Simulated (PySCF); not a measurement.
# From one method to the next for GeCl2

Aim: see what other levels and later steps give for GeCl2.

Method: method and basis as typed in the scripts; program: PySCF 2.14.0.

1 further run of the same task is left out (it didn't finish).

## (1) Starting geometry

GeCl2: 3 atoms, charge 0, spin multiplicity 1.

Bond lengths: Ge1–Cl2 2.257 Å, Ge1–Cl3 2.257 Å. Angles: Cl2–Ge1–Cl3 100.2°.

## (2) The base run

input.py reads:

```python
from pyscf import gto, scf, mp

mol = gto.M(
    atom='Ge -0.0148 -0.7032 0; Cl 0.0158 0.7438 1.732; Cl 0.0158 0.7438 -1.732',
    basis='def2-svp',
    charge=0,
    spin=0,
    symmetry=True,
    verbose=4,
)
mf = scf.UHF(mol)
mf.kernel()
mp.MP2(mf).kernel()
mf.dip_moment()
print('orbital energies (hartree):', [e[max(0, n-3):n+3].round(4) for e, n in zip(mf.mo_energy, mol.nelec)])
```

The run is started by

```
$ python input.py
```

## (3) CASCI (ROHF)

Edit 1 changes step after the SCF: mp2 → casci; SCF type: UHF → ROHF; active space: none → 4 electrons in 6 orbitals.

input.py reads:

```python
from pyscf import gto, scf, mcscf

mol = gto.M(
    atom='Ge -0.0148 -0.7032 0; Cl 0.0158 0.7438 1.732; Cl 0.0158 0.7438 -1.732',
    basis='def2-svp',
    charge=0,
    spin=0,
    symmetry=True,
    verbose=4,
)
mf = scf.ROHF(mol)
mf.kernel()
mc = mcscf.CASCI(mf, 6, 4)
mc.kernel()
mc.analyze()
mf.dip_moment()
print('orbital energies (hartree):', mf.mo_energy[..., max(0, mol.nelec[1]-3):mol.nelec[0]+3].round(4))
```

## (4) ROHF

Edit 2 changes SCF type: UHF → ROHF.

input.py reads:

```python
from pyscf import gto, scf, mp

mol = gto.M(
    atom='Ge -0.0148 -0.7032 0; Cl 0.0158 0.7438 1.732; Cl 0.0158 0.7438 -1.732',
    basis='def2-svp',
    charge=0,
    spin=0,
    symmetry=True,
    verbose=4,
)
mf = scf.ROHF(mol)
mf.kernel()
mp.MP2(mf).kernel()
mf.dip_moment()
print('orbital energies (hartree):', mf.mo_energy[..., max(0, mol.nelec[1]-3):mol.nelec[0]+3].round(4))
```

## (5) 0.5*hf+0.5*b88,lyp (UKS)

Edit 3 changes functional: none (Hartree–Fock) → 0.5*hf+0.5*b88,lyp; SCF type: UHF → UKS; step after the SCF: mp2 → analyze.

input.py reads:

```python
from pyscf import gto, dft

mol = gto.M(
    atom='Ge -0.0148 -0.7032 0; Cl 0.0158 0.7438 1.732; Cl 0.0158 0.7438 -1.732',
    basis='def2-svp',
    charge=0,
    spin=0,
    symmetry=True,
    verbose=4,
)
mf = dft.UKS(mol, xc='0.5*hf+0.5*b88,lyp')
mf.kernel()
mf.analyze()
print('orbital energies (hartree):', [e[max(0, n-3):n+3].round(4) for e, n in zip(mf.mo_energy, mol.nelec)])
```

## (6) SCF alone

Edit 4 changes step after the SCF: mp2 → none.

Edit input.py of step 2 so:

```diff
@@ -1,2 +1,2 @@
-from pyscf import gto, scf, mp
+from pyscf import gto, scf
 
@@ -12,3 +12,2 @@
 mf.kernel()
-mp.MP2(mf).kernel()
 mf.dip_moment()
```

## (7) TDA

Edit 5 changes step after the SCF: mp2 → tda; number of roots: none → 5.

Edit input.py of step 2 so:

```diff
@@ -1,2 +1,2 @@
-from pyscf import gto, scf, mp
+from pyscf import gto, scf, tdscf
 
@@ -12,3 +12,6 @@
 mf.kernel()
-mp.MP2(mf).kernel()
+td = tdscf.TDA(mf)
+td.nstates = 5
+td.kernel()
+td.analyze()
 mf.dip_moment()
```

**Question.** What will these runs give? Wanted: for each run, E(SCF); from base; gap; SCF dipole; after the SCF.

The runs gave:

```
                     run  E(SCF) (hartree)  from base (eV)  cycles  gap (eV)  SCF dipole (D)                after the SCF
                    base      -2993.895694               0      11     10.37            2.83   MP2 correlation -14.183 eV
            CASCI (ROHF)      -2993.895694          0.0000      10       n/a            2.83  CASCI correlation -0.211 eV
                    ROHF      -2993.895694          0.0000      10       n/a            2.83   MP2 correlation -14.183 eV
0.5*hf+0.5*b88,lyp (UKS)      -2996.914721  not comparable      10      6.72            2.61                          n/a
               SCF alone      -2993.895694          0.0000      11     10.37            2.83                          n/a
                     TDA      -2993.895694          0.0000      11     10.37            2.83    lowest root found 2.36 eV
```

**Reading.** No change of the SCF energy comes from ROHF. A lower total energy from another functional means nothing by itself. The dearest run is “TDA”, at 15 s against 3.3 s.
